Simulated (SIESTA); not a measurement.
Crystal: ZnO2.

```
CELL_PARAMETERS angstrom
4.95733 0.00000 0.00000
0.00000 4.95733 0.00000
0.00000 0.00000 4.95733
ATOMIC_POSITIONS crystal
Zn 0.00000 0.00000 0.00000
Zn 0.50000 0.00000 0.50000
Zn 0.50000 0.50000 0.00000
Zn 0.00000 0.50000 0.50000
O 0.58742 0.91258 0.08742
O 0.91258 0.08742 0.58742
O 0.08742 0.58742 0.91258
O 0.41258 0.41258 0.41258
O 0.58742 0.58742 0.58742
O 0.91258 0.41258 0.08742
O 0.08742 0.91258 0.41258
O 0.41258 0.08742 0.91258
```

The cell comes from a database or a generator and needn't be the stable form of this composition.

* Program: SIESTA 5.4.2
* Task: single point
* Functional: PBEsol
* Potentials or basis: PseudoDojo 0.4 standard (PBEsol files)
* Basis: DZP (energy shift 0.003 Ry; two zetas on semicore shells)
* Grid cutoff: 800 Ry
* Energy shift: 0.003 Ry
* k mesh: 6 × 6 × 6
* Occupations: fermi-dirac, width 0.05 eV
* Spin: no spin polarisation

On this cell: pressure -7.3 GPa; largest force 0.020 eV/Å; band gap on the k mesh 2.15 eV, indirect (least direct gap 2.28 eV).

The same run follows on a disturbed copy (atoms moved at random, drawn with an rms of 0.05 Å):

```xyz
12
Lattice="4.9573 0.0000 0.0000 0.0000 4.9573 0.0000 0.0000 0.0000 4.9573" Properties=species:S:1:pos:R:3 pbc="T T T"
Zn    0.0303   -0.0220    0.0130
Zn    2.4893   -0.0064    2.5077
Zn    2.4767    2.4752   -0.0024
Zn    0.0203    2.4834    2.4981
O     2.9118    4.5164    0.3989
O     4.5093    0.4421    2.9485
O     0.3958    2.9668    4.5426
O     2.0224    2.0059    2.0554
O     2.9161    2.9074    2.8987
O     4.5297    2.0959    0.4346
O     0.4525    4.4865    2.0640
O     2.0261    0.4409    4.4652
```

Q: What changes?

A: The energy moves by +10.7 meV/atom; pressure -7.6 GPa; largest force 1.048 eV/Å; band gap on the k mesh 1.81 eV, indirect (least direct gap 2.03 eV).

Forces on the atoms (eV/Å):
```
Zn  -0.270  0.399  0.115
Zn   0.059 -0.114 -0.390
Zn   0.000  0.037  0.015
Zn  -0.185 -0.139 -0.029
O   -0.360  0.394 -0.088
O    0.597 -0.514 -0.632
O    0.620 -0.142 -0.389
O    0.372  0.445  0.019
O   -0.269 -0.331 -0.129
O   -0.427 -0.616  0.382
O   -0.564  0.811  0.351
O    0.425 -0.231  0.774
```

Stress tensor (GPa, compression positive):
```
-7.79  1.14 -0.69
 1.14 -7.59 -0.77
-0.69 -0.77 -7.51
```

Caveats: short orbitals over semicore shells can move pressures by several GPa; the valence orbitals were made in a potential fitted to the semicore shell under them, which widens gaps by tenths of an eV or more; the basis of atomic orbitals isn't converged, which shifts pressures, moduli and gaps.

A k mesh can miss the band edges.
